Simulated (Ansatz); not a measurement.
# GeAsH₃ (triplet): from Hartree-Fock to the top rungs, cc-pVTZ

One table from this session's results is given with a row withheld; the runs are named, their logs left out.

Program: Ansatz 0.2.0, Gaussian basis. Level of theory: cc-pVTZ, core rule «outside noble gas», up to 28 orbitals frozen. These are calculated values, not measurements.

The runs, in order: UHF; CCSD(T) on ROHF; CCSD(T) on UHF; BCCD(T) on ROHF; CCSDT(Q) on ROHF; CCSDT(Q) on UHF; CASSCF and NEVPT2, 12 electrons in 11 orbitals.

4 further runs of the same task are left out: 4 set aside as unsound or not needed.

## The geometry

The geometry is a PBE0/def2-TZVP stationary point (not a proven minimum). No spin-orbit coupling is included. The filled d shell of Ge, As may be among the frozen orbitals whatever the setting's name suggests; the logs give the count.

5 atoms, charge 0, spin multiplicity 3.

Atoms are counted from 1 here; the program's logs count them from 0.

Bond lengths: Ge1–As2 2.414 Å, Ge1–H3 1.557 Å, As2–H4 1.522 Å, As2–H5 1.522 Å. Angles: As2–Ge1–H3 114.2°, Ge1–As2–H4 97.6°, Ge1–As2–H5 97.6°, H4–As2–H5 92.8°.

The first run:

File in.yaml:

```yaml
crystal:
  periodic: [false, false, false]
  atoms:
    - {symbol: Ge, position_ang: [0.000000, 0.064628, 1.230152]}
    - {symbol: As, position_ang: [0.000000, -0.070415, -1.180173]}
    - {symbol: H, position_ang: [0.000000, -1.317769, 1.946080]}
    - {symbol: H, position_ang: [1.101747, 0.947133, -1.438211]}
    - {symbol: H, position_ang: [-1.101747, 0.947133, -1.438211]}
basis:
  gaussian: {orbitals: cc-pVTZ}
magnetization: {spin_polarized: true, initial_magnetization: 2}
hamiltonian: {xc: hf}
output: {orbitals: {seedname: orbitals}}
```

Started as:

```bash
> ansatz run in.yaml --threads 1 --pin off --events-out ev --progress --plain --max-ram 2560MiB --backend cpu
```

Among the steps run: UHF; CCSD(T) on ROHF; CCSD(T) on UHF; BCCD(T) on ROHF; CCSDT(Q) on ROHF; CCSDT(Q) on UHF; CASSCF and NEVPT2, 12 electrons in 11 orbitals.

One of the session's tables, all rows but one given; the rest of the session is left out.

It belongs to the step «Misses and costs». 

| method | from UCCSDT(Q) (meV) |
| --- | --- |
| ROHF | +7499.6 |
| UHF | +7388.5 |
| RMP2 | +1368.6 |
| UMP2 | +1357.9 |
| RCCSD | +355.2 |
| UCCSD | +340.0 |
| RCCSD(T) | +64.8 |
| UCCSD(T) | +54.0 |
| BCCD(T) | +62.6 |
| RCCSDT | +25.9 |
| UCCSDT | +14.7 |
| RCCSDT(Q) | ? |
| UCCSDT(Q) | 0 |
| CASSCF valence | +5615.9 |
| NEVPT2 valence | +1337.9 |

Estimate the missing values for RCCSDT(Q).

As computed: from UCCSDT(Q) (meV): +11.4. In the column «from UCCSDT(Q) (meV)» it lies between UCCSDT(Q) (0) and UCCSDT (+14.7).

With the free atoms at the same levels and basis (separate runs), the atomisation energy is 9.976 eV at UCCSDT(Q), 9.974 eV at RCCSD(T), 9.955 eV at UCCSD(T), 6.876 eV at ROHF.

Limits of these values: Restricted and unrestricted rows rest on different reference determinants; where their highest levels disagree by more than a few hundredths of an eV, they describe different states and don't form one ladder.
